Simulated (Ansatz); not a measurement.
# CH2AlClO, SMILES [Cl][Al]1[CH2][O]1: energies of removing a hydrogen

Run with Ansatz 0.2.0, Python API.

The script, `bde.py`:
```python
'''Cost of removing each kind of hydrogen from CH2AlClO, fragments frozen.'''

import ansatz as az


def energy_of(molecule, charge=0, unpaired=0):
    calc = (
        molecule.calculation()
        .basis(gaussian='aug-cc-pVDZ')
        .functional('r2scan', dispersion='d3bj')
        .accuracy('medium')
        .scf(lower_state_search='off')
    )
    if charge:
        calc = calc.charge(charge)
    if unpaired:
        calc = calc.spin('collinear', total=unpaired)
    return calc.run(threads=1).report['free_energy_ev']

GEOMETRY = '''
Cl   -1.88710   -2.30620    0.75470
Al   -0.97600   -0.49290   -0.16430
C     0.55750    0.61000    0.03850
O     0.36320    0.30140   -1.28740
H     1.53600    0.11750    0.36050
H     0.44850    1.70610    0.25180
'''

def without(molecule, index):
    rest = az.Crystal.molecule()
    for i, site in enumerate(molecule.cartesian_sites):
        if i != index:
            rest = rest.atom(site.symbol, site.position_ang)
    return rest


def main() -> None:
    geometry = az.Crystal.molecule()
    for line in GEOMETRY.strip().splitlines():
        symbol, *xyz = line.split()
        geometry = geometry.atom(symbol, [float(v) for v in xyz])

    whole = energy_of(geometry, 0)
    hydrogen = energy_of(az.Crystal.molecule().atom('H', (0, 0, 0)), 0, 1)
    print(f'E(molecule) = {whole:.5f} eV, E(H) = {hydrogen:.5f} eV')
    for index in [5]:
        radical = energy_of(without(geometry, index), 0, 1)
        print(f'H{index}: homolysis {23.060548 * (radical + hydrogen - whole):.1f} kcal/mol')
        anion = energy_of(without(geometry, index), -1)
        print(f'H{index}: loss of a proton {23.060548 * (anion - whole):.1f} kcal/mol')


if __name__ == '__main__':
    main()
```

Running `python bde.py` prints:
```text
DeckWarning: the engine holds no damping parameters fitted to this dispersion correction and functional, so the run takes those fitted to r2scan beside the three-body term, which d3bj leaves out (hamiltonian.dispersion, under Limitations)
E(molecule) = -22233.25677 eV, E(H) = -13.59129 eV
H5: homolysis 94.3 kcal/mol
H5: loss of a proton 384.4 kcal/mol
```
(Warnings from the package without file and line.)

What to keep in mind:
- These settings explore the input space; basis and method may be short of convergence.
- The geometry is a force-field or estimated start, not a minimum of this method, and the basis set is short of its limit. All parts are taken at fixed geometry, without zero-point energy.
- A dispersion term here runs with damping parameters fitted for another variant or functional.
- The whole script took 20 s on 1 thread of Arm Neoverse V2, with other jobs on the host, peak memory 0.22 GiB.

(Lines on the test bed's own set-up are left out of the output.)
